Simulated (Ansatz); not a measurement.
**One shape, several levels: InCl (SMILES [Cl][In])**

Wanted: a comparison of 6 runs (B2PLYP/STO-3G, CAM-B3LYP/STO-3G, HSE06/STO-3G, UPBE/STO-3G, r2SCAN0/STO-3G, UMP2/STO-3G) of InCl. 

The calculation is run with Ansatz 0.2.0.

34 further runs of the same task are left out: 5 that didn't finish, 29 set aside as unsound or not needed.

**1. The structure to begin with**

InCl has 2 atoms, charge 0, and is taken as a singlet. SMILES: `[Cl][In]`. The In2–Cl1 distance was set to 5.964 Å, away from the relaxed value.

**2. The energy at B2PLYP/STO-3G (run 1)**

The input, molecule.yaml:

```yaml
crystal:
  periodic: [false, false, false]
  atoms:
    - {symbol: Cl, position_ang: [0.000000, 0.000000, -3.578540]}
    - {symbol: In, position_ang: [0.000000, 0.000000, 2.385660]}
basis:
  gaussian:
    orbitals: STO-3G
hamiltonian:
  xc: {name: B2PLYP}
correlation:
  frozen_orbitals: {Cl: 5, In: 18}
accuracy: high
```

Launch:

```sh
$ ansatz run molecule.yaml --threads 1 --pin off --max-ram 2610MiB --events-out events.jsonl --progress --plain --runs-dir runs
```

What it wrote:

```text
Warning: RAYON_NUM_THREADS=1 ignored (pool sized by the plan → 1); use --threads N
Functional definition: B2PLYP
  name "B2PLYP"
  parameter a = 0.53
  parameter c = 0.27
  exchange = (1 - a)*b88_x + a*exact_x
  correlation = (1 - c)*lyp_c + c*(mp2_os + mp2_ss)
591 factors; integrals over basis functions are off by at most 4.1e-9 eV
mean field evaluation 1: about -167056.5410 eV, gradient 2.0e0 eV
mean field evaluation 2: about -167056.5485 eV, gradient 2.0e0 eV
mean field evaluation 4: about -166796.6057 eV, gradient 1.9e1 eV
mean field evaluation 8: about -167057.2429 eV, gradient 5.0e-2 eV
mean field evaluation 16: about -167057.2431 eV, gradient 1.7e-2 eV
mean field evaluation 32: about -167057.2443 eV, gradient 3.4e-3 eV
mean field evaluation 64: about -167057.0803 eV, gradient 3.6e0 eV
mean field evaluation 96: about -167057.2434 eV, gradient 1.1e-2 eV
mean field evaluation 128: about -167057.2437 eV, gradient 1.3e-2 eV
mean field evaluation 160: about -167057.1243 eV, gradient 3.0e0 eV
mean field evaluation 192: about -167055.9689 eV, gradient 1.2e1 eV
mean field evaluation 224: about -167057.1133 eV, gradient 3.2e0 eV
mean field evaluation 256: about -167057.2446 eV, gradient 1.8e-2 eV
mean field -167057.24466104 eV, -6139.2405058258 hartree, gradient 1.9e-8 eV, S^2 0.000000; 9 other end points of the search recorded, 0 dependent functions left out; unrestricted orbitals would lower it
23 core orbitals not correlated: weight in the atoms' cores, before any rotation towards them, 1.000 or more for the frozen orbitals, at most 0.000 for the correlated occupied ones
reference -167057.24468269 eV, -6139.2405066214 hartree; 10, 10 occupied and 3, 3 virtual orbitals, 591 factors
second order -3.70287850 eV of doubles, -0.00000000 eV of singles
Total energy: -167058.24445988 eV, -6139.2772477556 hartree
```

Run time: 14 s. Hardware: 1 thread of Arm Neoverse V2, shared host; peak memory 0.12 GiB.

**3. The energy at CAM-B3LYP/STO-3G (run 2)**

The input, run.yaml:

```yaml
crystal:
  periodic: [false, false, false]
  atoms:
    - symbol: Cl
      position_ang: [0.000000, 0.000000, -3.578540]
    - symbol: In
      position_ang: [0.000000, 0.000000, 2.385660]
basis:
  gaussian: {orbitals: STO-3G}
hamiltonian: {xc: {name: CAM-B3LYP}}
accuracy: high
```

Launch:

```sh
$ ansatz run run.yaml --threads 1 --pin off --max-ram 2610MiB --events-out events.jsonl --progress --plain --runs-dir runs
```

What it wrote (excerpt; [...] marks lines left out):

```text
Warning: RAYON_NUM_THREADS=1 ignored (pool sized by the plan → 1); use --threads N
Functional definition: CAM-B3LYP
  name "CAM-B3LYP"
[...]
591 factors; integrals over basis functions are off by at most 4.1e-9 eV
126 factors; integrals over basis functions are off by at most 1.9e-9 eV
[...]
mean field -167078.52120968 eV, -6140.0224045666 hartree, gradient 2.2e-8 eV, S^2 0.000000; 2 other end points of the search recorded, 0 dependent functions left out
reference -167078.52122587 eV, -6140.0224051615 hartree; 33, 33 occupied and 3, 3 virtual orbitals, 591 factors
Total energy: -167078.52122587 eV, -6140.0224051615 hartree
```

It took 3 s on 1 thread of Arm Neoverse V2, shared host; peak memory 0.12 GiB.

Runs 3 to 5 aren't shown in full; the table further down has their settings and results.

**4. A single-point energy at UMP2/STO-3G (run 6)**

The input, in.yaml:

```yaml
crystal:
  periodic: [false, false, false]
  atoms:
    - {symbol: Cl, position_ang: [0.000000, 0.000000, -3.578540]}
    - {symbol: In, position_ang: [0.000000, 0.000000, 2.385660]}
basis:
  gaussian: {orbitals: STO-3G}
magnetization: {spin_polarized: true, initial_magnetization: 0}
correlation: {method: mp2, frozen_orbitals: {Cl: 5, In: 18}}
accuracy: high
```

Launch:

```sh
$ ansatz run in.yaml --threads 1 --pin off --max-ram 2610MiB --events-out events.jsonl --progress --plain --runs-dir runs
```

What it wrote (excerpt; [...] marks lines left out):

```text
Warning: RAYON_NUM_THREADS=1 ignored (pool sized by the plan → 1); use --threads N
Functional definition: HF
  name "HF"
[...]
591 factors; integrals over basis functions are off by at most 4.1e-9 eV
[...]
mean field -167004.97754534 eV, -6137.3197247516 hartree, gradient 7.2e-9 eV, S^2 0.999919; 32 other end points of the search recorded, 0 dependent functions left out
23 core orbitals not correlated: weight in the atoms' cores, before any rotation towards them, 1.000 or more for the frozen orbitals, at most 0.000 for the correlated occupied ones
reference -167004.97754534 eV, -6137.3197247516 hartree; 10, 10 occupied and 3, 3 virtual orbitals, 591 factors
second order -0.39958957 eV of doubles, -0.00000000 eV of singles
Total energy: -167005.37713490 eV, -6137.3344093973 hartree
```

Wall time 8.4 s (1 thread of Arm Neoverse V2, shared host); peak memory 0.16 GiB.

**5. Overview of the runs**

```
run             level  frozen core orbitals   energy (Eh)  wall time
  1     B2PLYP/STO-3G                    23  -6139.277248       14 s
  2  CAM-B3LYP/STO-3G                     –  -6140.022405        3 s
  3      HSE06/STO-3G                     –  -6139.487395       17 s
  4       UPBE/STO-3G                     –  -6139.092238       52 s
  5    r2SCAN0/STO-3G                     –  -6140.172545       36 s
  6       UMP2/STO-3G                    23  -6137.334409      8.4 s
```

**6. What came out**

```
                                           quantity           value
                                run 6: total energy  -6137.33441 Eh
run 6: correlation energy (23 core orbitals frozen)       -14.7 mEh
           run 6: ⟨S²⟩ of the reference determinant           1.000
```

Totals of different functionals can't be ranked against each other. In run 1 the log says that unrestricted orbitals would lower the reference, so the values rest on an unstable closed-shell determinant (other closed-shell runs at this shape may share the fault). In runs 1, 2, 3, 4, 5, 6 the basis is minimal, so the values are rough. In runs 1, 2, 3, 4, 5, 6 relativity is left out where basis or elements ask for it. Spin contamination of the reference: run 6 ⟨S²⟩ = 1.00, run 4 ⟨S²⟩ = 0.52. Where it is this large, the reference is a mixture of spin states, and values that rest on it are in doubt. All runs together took 2.2 min, the longest 52 s.
